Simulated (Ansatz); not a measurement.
**BSiH4O2F (SMILES O[SiH2]B(O)F) at BLYP/def2-SVP**

What is the energy change on altering one bond length of BSiH4O2F at BLYP/def2-SVP? 

The calculation is run with Ansatz 0.2.0.

127 further runs of the same task are left out: 127 set aside as unsound or not needed. Runs told in other sessions of the task aren't counted.

## (1) The molecule

BSiH4O2F has 9 atoms, charge 0, and is taken as a singlet. SMILES: `O[SiH2]B(O)F`. The coordinates come from a PBE0-D4/def2-TZVP relaxation. This is one conformer, not always the lowest.

Bond lengths: O1–Si2 1.653 Å, Si2–B3 2.035 Å, B3–O4 1.347 Å, B3–F5 1.342 Å, O1–H6 0.958 Å, Si2–H7 1.484 Å, Si2–H8 1.493 Å, O4–H9 0.965 Å. Some angles: O1–Si2–B3 110.9°, Si2–B3–O4 121.6°, Si2–B3–F5 119.7°, O4–B3–F5 118.7°, O1–Si2–H7 106.4°, O1–Si2–H8 111.4°, B3–Si2–H7 111.6°, B3–Si2–H8 108.7°, Si2–O1–H6 117.1°, B3–O4–H9 113.7°.

## (2) A single-point energy at BLYP/def2-SVP

The input, input.yaml:

```yaml
basis:
  gaussian: {orbitals: def2-SVP}
crystal:
  periodic: [false, false, false]
  atoms:
    - symbol: O
      position_ang: [1.152500, 0.650100, 1.703000]
    - symbol: Si
      position_ang: [0.837600, -0.439800, 0.500200]
    - symbol: B
      position_ang: [-0.701500, 0.194000, -0.670900]
    - symbol: O
      position_ang: [-0.968000, -0.381600, -1.859000]
    - symbol: F
      position_ang: [-1.488500, 1.196900, -0.250400]
    - symbol: H
      position_ang: [0.401000, 1.098100, 2.092900]
    - symbol: H
      position_ang: [2.093300, -0.579800, -0.278100]
    - symbol: H
      position_ang: [0.493300, -1.781600, 1.056300]
    - symbol: H
      position_ang: [-1.731300, -0.002600, -2.311100]
hamiltonian: {xc: {name: BLYP}}
accuracy: high
output: {orbitals: {seedname: orbitals}}
```

Started as:

```console
$ ansatz run input.yaml --threads 1 --pin off --max-ram 3480MiB --events-out events.jsonl --progress --plain --runs-dir runs
```

What it wrote:

```text
Warning: RAYON_NUM_THREADS=1 ignored (pool sized by the plan → 1); use --threads N
Functional definition: BLYP
  name "BLYP"
  parameter beta = 0.0042
  parameter a = 0.04918
  parameter b = 0.132
  parameter c = 0.2533
  parameter d = 0.349
  exchange = b88_x(beta = beta)
  correlation = lyp_c(a = a, b = b, c = c, d = d)
2070 factors; integrals over basis functions are off by at most 6.6e-9 eV
mean field evaluation 1: about -15413.5398 eV, gradient 7.8e1 eV
mean field evaluation 2: about -15367.8102 eV, gradient 1.7e2 eV
mean field evaluation 4: about -15423.6768 eV, gradient 1.2e1 eV
mean field evaluation 8: about -15423.8789 eV, gradient 5.0e-1 eV
mean field evaluation 16: about -15423.8793 eV, gradient 1.6e-5 eV
mean field -15423.87931252 eV, -566.8171100541 hartree, gradient 5.8e-8 eV, S^2 0.000000; 0 other end points of the search recorded, 0 dependent functions left out
reference -15423.87936723 eV, -566.8171120648 hartree; 24, 24 occupied and 70, 70 virtual orbitals, 2070 factors
Total energy: -15423.87936723 eV, -566.8171120648 hartree
```

Wall time 7.5 s (1 thread of Arm Neoverse V2, shared host); peak memory 0.24 GiB.

## (3) The distorted shape

The input, run.yaml:

```yaml
crystal:
  periodic: [false, false, false]
  atoms:
    - {symbol: O, position_ang: [1.922059, 0.333196, 2.288557]}
    - {symbol: Si, position_ang: [1.607159, -0.756704, 1.085757]}
    - {symbol: B, position_ang: [-0.701500, 0.194000, -0.670900]}
    - {symbol: O, position_ang: [-0.968000, -0.381600, -1.859000]}
    - {symbol: F, position_ang: [-1.488500, 1.196900, -0.250400]}
    - {symbol: H, position_ang: [1.170559, 0.781196, 2.678457]}
    - {symbol: H, position_ang: [2.862859, -0.896704, 0.307457]}
    - {symbol: H, position_ang: [1.262859, -2.098504, 1.641857]}
    - {symbol: H, position_ang: [-1.731300, -0.002600, -2.311100]}
basis:
  gaussian:
    orbitals: def2-SVP
output: {orbitals: {seedname: orbitals}}
accuracy: high
hamiltonian:
  xc: {name: BLYP}
```

Started as:

```console
$ ansatz run run.yaml --threads 1 --pin off --max-ram 3480MiB --events-out events.jsonl --progress --plain --runs-dir runs
```

What it wrote:

```text
Warning: RAYON_NUM_THREADS=1 ignored (pool sized by the plan → 1); use --threads N
Functional definition: BLYP
  name "BLYP"
  parameter beta = 0.0042
  parameter a = 0.04918
  parameter b = 0.132
  parameter c = 0.2533
  parameter d = 0.349
  exchange = b88_x(beta = beta)
  correlation = lyp_c(a = a, b = b, c = c, d = d)
2025 factors; integrals over basis functions are off by at most 7.0e-9 eV
mean field evaluation 1: about -15411.0845 eV, gradient 7.9e1 eV
mean field evaluation 2: about -15337.1440 eV, gradient 2.0e2 eV
mean field evaluation 4: about -15420.2562 eV, gradient 2.2e1 eV
mean field evaluation 8: about -15421.8785 eV, gradient 8.0e-1 eV
mean field evaluation 16: about -15421.8732 eV, gradient 8.5e-5 eV
mean field -15421.87319185 eV, -566.7433864794 hartree, gradient 3.6e-8 eV, S^2 0.000000; 0 other end points of the search recorded, 0 dependent functions left out
reference -15421.87325042 eV, -566.7433886319 hartree; 24, 24 occupied and 70, 70 virtual orbitals, 2025 factors
Total energy: -15421.87325042 eV, -566.7433886319 hartree
```

It took 6.9 s on 1 thread of Arm Neoverse V2, shared host; peak memory 0.23 GiB.

## (4) What came out

Level: BLYP/def2-SVP.

```
                                                          quantity          value
                                         first shape: total energy  -566.81711 Eh
                                          first shape: HOMO energy       -6.33 eV
                                          first shape: LUMO energy       -0.98 eV
                                        first shape: HOMO–LUMO gap        5.35 eV
                                     distorted shape: total energy  -566.74339 Eh
                                      distorted shape: HOMO energy       -5.23 eV
                                      distorted shape: LUMO energy       -1.90 eV
                                    distorted shape: HOMO–LUMO gap        3.34 eV
energy change with the Si2–B3 bond stretched from 2.035 to 3.053 Å       2.006 eV
```

What this shows: With the Si2–B3 bond stretched from 2.035 to 3.053 Å the energy rises by 2.01 eV (46 kcal/mol). The first shape isn't relaxed at this level, so the change isn't measured from a minimum.
